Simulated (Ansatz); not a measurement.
# C₂H₅ClOSi: a ladder of functionals and wavefunction methods

One table from this session's results is given with a row withheld; the runs are named, their logs left out.

The runs use Ansatz 0.2.0, Gaussian basis; functionals in def2-TZVPP, the program's frozen cores in correlated methods.

Levels to be run: LDA (SPW92), PBE-D4, revPBE-D4, BLYP-D4, r2SCAN-D4, B97M-V, PBE0-D4, B3LYP-D4, r2SCANh-D4, r2SCAN0-D4, HSE06-D4, BHLYP-D4, CAM-B3LYP-D4, LC-ωPBE, ωB97X-V, ωB97M-V, B2PLYP, PBE-QIDH; CCSD(T)/def2-SVP; CCSD(T)/def2-TZVPP; MP2/def2-QZVPP; extrapolation to the limit; RPA on PBE.

**Structure used throughout**

The geometry comes from an earlier relaxation with PBE0-D4 in a triple-zeta def2 set; it is a stationary point, not always the lowest conformer.

SMILES `C=C[SiH](O)Cl`, 10 atoms, charge 0, spin multiplicity 1.

Atoms are counted from 1 here; the program's logs count them from 0.

Bond lengths: C1–C2 1.331 Å, C1–H6 1.086 Å, C1–H7 1.086 Å, C2–Si3 1.848 Å, C2–H8 1.088 Å, Si3–O4 1.635 Å, Si3–Cl5 2.063 Å, Si3–H9 1.476 Å, O4–H10 0.959 Å. Angles: C2–C1–H6 122.2°, C2–C1–H7 121.6°, H6–C1–H7 116.2°, C1–C2–Si3 122.2°, C1–C2–H8 118.8°, Si3–C2–H8 119.0°, C2–Si3–O4 112.0°, C2–Si3–Cl5 107.2°, C2–Si3–H9 113.6°, O4–Si3–Cl5 110.7°, O4–Si3–H9 106.0°, Cl5–Si3–H9 107.4°, Si3–O4–H10 117.9°.

Set-up of the first run:

in.yaml

```yaml
crystal:
  periodic: [false, false, false]
  atoms:
    - {symbol: C, position_ang: [-1.605080, 0.303360, 0.287908]}
    - {symbol: C, position_ang: [-0.485948, -0.171304, 0.828758]}
    - {symbol: Si, position_ang: [1.034763, -0.487541, -0.173106]}
    - {symbol: O, position_ang: [0.922116, 0.150888, -1.674314]}
    - {symbol: Cl, position_ang: [2.622595, 0.338495, 0.851858]}
    - {symbol: H, position_ang: [-2.499798, 0.487233, 0.875937]}
    - {symbol: H, position_ang: [-1.674829, 0.524984, -0.773428]}
    - {symbol: H, position_ang: [-0.467587, -0.382262, 1.896415]}
    - {symbol: H, position_ang: [1.330520, -1.921159, -0.361777]}
    - {symbol: H, position_ang: [0.906248, 1.106205, -1.755050]}
basis:
  gaussian: {orbitals: def2-TZVPP}
hamiltonian: {xc: lda}
output: {orbitals: {seedname: orbitals}}
```

Among the steps run: LDA; PBE-D4 (GGA); revPBE-D4 (GGA); BLYP-D4 (GGA); r2SCAN-D4 (meta-GGA); B97M-V (meta-GGA); PBE0-D4 (hybrid); B3LYP-D4 (hybrid); r2SCANh-D4 (hybrid); r2SCAN0-D4 (hybrid); HSE06-D4 (hybrid); BHLYP-D4 (hybrid); CAM-B3LYP-D4 (range-separated); LC-ωPBE-D4 (range-separated; the results give it without D4); ωB97X-V (range-separated); ωB97M-V (range-separated); B2PLYP (double hybrid); PBE-QIDH (double hybrid).

One table of the session follows, with a row left open; its other results are not shown here.

It belongs to the step «Frontier levels by functional». 

| functional | HOMO (eV) | gap (eV) |
| --- | --- | --- |
| LDA (SPW92) | -7.33 | 5.24 |
| PBE-D4 | -7.21 | 5.36 |
| revPBE-D4 | -7.14 | 5.39 |
| BLYP-D4 | -7.02 | 5.34 |
| r2SCAN-D4 | -7.45 | 5.81 |
| B97M-V | -7.45 | 5.84 |
| PBE0-D4 | -8.37 | 7.51 |
| B3LYP-D4 | -8.11 | 7.05 |
| r2SCANh-D4 | -7.88 | 6.60 |
| r2SCAN0-D4 | -8.52 | 7.78 |
| HSE06-D4 | -7.96 | 6.72 |
| BHLYP-D4 | -9.31 | 9.56 |
| CAM-B3LYP-D4 | -9.69 | 10.00 |
| LC-ωPBE | -11.15 | 12.60 |
| ωB97X-V | ? | ? |
| ωB97M-V | -10.62 | 11.86 |

**Question.** Estimate the row for ωB97X-V.

The run gave: HOMO (eV): -10.72; gap (eV): 12.10. In the column «HOMO (eV)» it lies between LC-ωPBE (-11.15) and ωB97M-V (-10.62).
